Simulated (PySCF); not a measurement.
# CH6F2P2Si: the cost of one run

Computed with PySCF 2.14.0, with density-fitted response routines of our own, on a single molecule in the gas phase. Atoms are numbered from 0 throughout.

## 1. The molecule as given

12 atoms, charge 0, multiplicity 1; geometry from: GFN2-xTB. The atoms were then displaced at random by about 0.01 Å, so the start is not that level's minimum.

Bonds of the start (Å): F0–C1 1.39, C1–F2 1.37, C1–Si3 1.91, Si3–P4 2.27, Si3–P5 2.26, C1–H6 1.10, Si3–H7 1.46, P4–H8 1.42, P4–H9 1.38, P5–H10 1.39, P5–H11 1.39.

## 2. Optimising the geometry at PBE0-D3(BJ)/def2-SVP

Job settings and geometry (Å):

```
{"job": {"xc": "PBE0", "basis": "def2-SVP", "d3": "d3bj", "grid": 1, "shake": 0.01, "kind": "geom"}, "charge": 0, "multiplicity": 1}
F      2.559290    -0.333410     0.759940
C      1.600540     0.552850     0.280080
F      1.114190     1.234640     1.358080
Si     0.184250    -0.410020    -0.566370
P     -1.125770     1.213660    -1.472450
P     -0.586370    -1.808650     1.037660
H      2.135940     1.284820    -0.351060
H      0.800120    -1.162020    -1.656600
H     -1.577230     1.712620    -0.224450
H     -2.241260     0.413280    -1.620340
H     -1.874640    -1.929520     0.526490
H     -0.949380    -0.796540     1.920000
```

The run is started by

```console
$ OMP_NUM_THREADS=1 python probes_run.py task.json out
```

This one command runs all jobs of the session in turn.

**Question.** How long does this first job take on 1 thread of Arm Neoverse V2, shared host, and how much memory does it need?

About 58 s, with a peak of 0.53 GiB.
